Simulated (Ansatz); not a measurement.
Pb, space group Im-3m: an equation of state with a fit, run with the Python package of Ansatz (0.2.0).

`run_eos.py`
```python
'''Equation of state of Pb.'''

import ansatz as az
import numpy as np

VECTORS = np.array([
    [-1.9797, 1.9797, 1.9797],
    [1.9797, -1.9797, 1.9797],
    [1.9797, 1.9797, -1.9797],
])
SITES = [
    ('Pb', [0.0, 0.0, 0.0]),
]


def make_crystal(cell):
    crystal = az.Crystal(lattice=az.Lattice.of(cell))
    for symbol, position in SITES:
        crystal = crystal.atom(symbol, position)
    return crystal

# uniform scaling of the cell
volumes, energies = [], []
for scale in np.linspace(0.92, 1.08, 7):
    cell = VECTORS * scale ** (1 / 3)
    model = (
        make_crystal(cell).calculation()
        .basis(510)
        .functional('pbesol')
        .occupations(az.OccupationsMethod.FERMI_DIRAC, width=0.1)
        .kpoints(8, 8, 8)
    )
    report = model.run(threads=1, pin='off').report
    volumes.append(abs(np.linalg.det(cell)) / len(SITES))
    energies.append(report['free_energy_ev'] / len(SITES))
    print(f'V = {volumes[-1]:8.4f} A^3/atom  F = {energies[-1]:.5f} eV/atom')

# third-order Birch-Murnaghan: a cubic in V^(-2/3)
x = np.array(volumes) ** (-2 / 3)
poly = np.polynomial.Polynomial.fit(x, energies, 3).convert()
roots = poly.deriv().roots()
x0 = min((r.real for r in roots if abs(r.imag) < 1e-9 and poly.deriv(2)(r.real) > 0), key=lambda r: abs(r - x.mean()))
v0 = x0 ** -1.5
b0 = 4 / 9 * poly.deriv(2)(x0) * v0 ** (-7 / 3) * 160.21766
b1 = 4 + 2 / 3 * x0 * poly.deriv(3)(x0) / poly.deriv(2)(x0)
print(f'V0 = {v0:.4f} A^3/atom, B0 = {b0:.1f} GPa, dB/dP = {b1:.2f}')
```

Where does the minimum lie against the volume typed, and how stiff is the crystal?

A third-order Birch-Murnaghan fit through the 7 points has its minimum at 30.07 Å³ an atom, 3.1 % below the typed cell, with a bulk modulus of 48 GPa and dB/dP = 4.9. From that minimum the energy rises by 12.7 meV an atom on the compressed side and 48.3 meV on the expanded side.

The run itself:

`python run_eos.py` gives:
```text
V =  28.5526 A^3/atom  F = -11754.91910 eV/atom
V =  29.3802 A^3/atom  F = -11754.92935 eV/atom
V =  30.2078 A^3/atom  F = -11754.93173 eV/atom
V =  31.0355 A^3/atom  F = -11754.92741 eV/atom
V =  31.8631 A^3/atom  F = -11754.91739 eV/atom
V =  32.6907 A^3/atom  F = -11754.90253 eV/atom
V =  33.5183 A^3/atom  F = -11754.88355 eV/atom
V0 = 30.0671 A^3/atom, B0 = 48.3 GPa, dB/dP = 4.89
```

Absolute energies stand on the zero of these potentials, so only differences at equal settings mean something. For a metal this k-point mesh is coarse: on a finer one energies can move by several to tens of meV an atom and pressures by half a GPa or more, differences at one mesh by less. Spin-orbit coupling, which matters for elements this heavy, is left out. This isn't the structure that Pb takes at ambient conditions.

(Lines on the test bed's own set-up are left out of the output.)
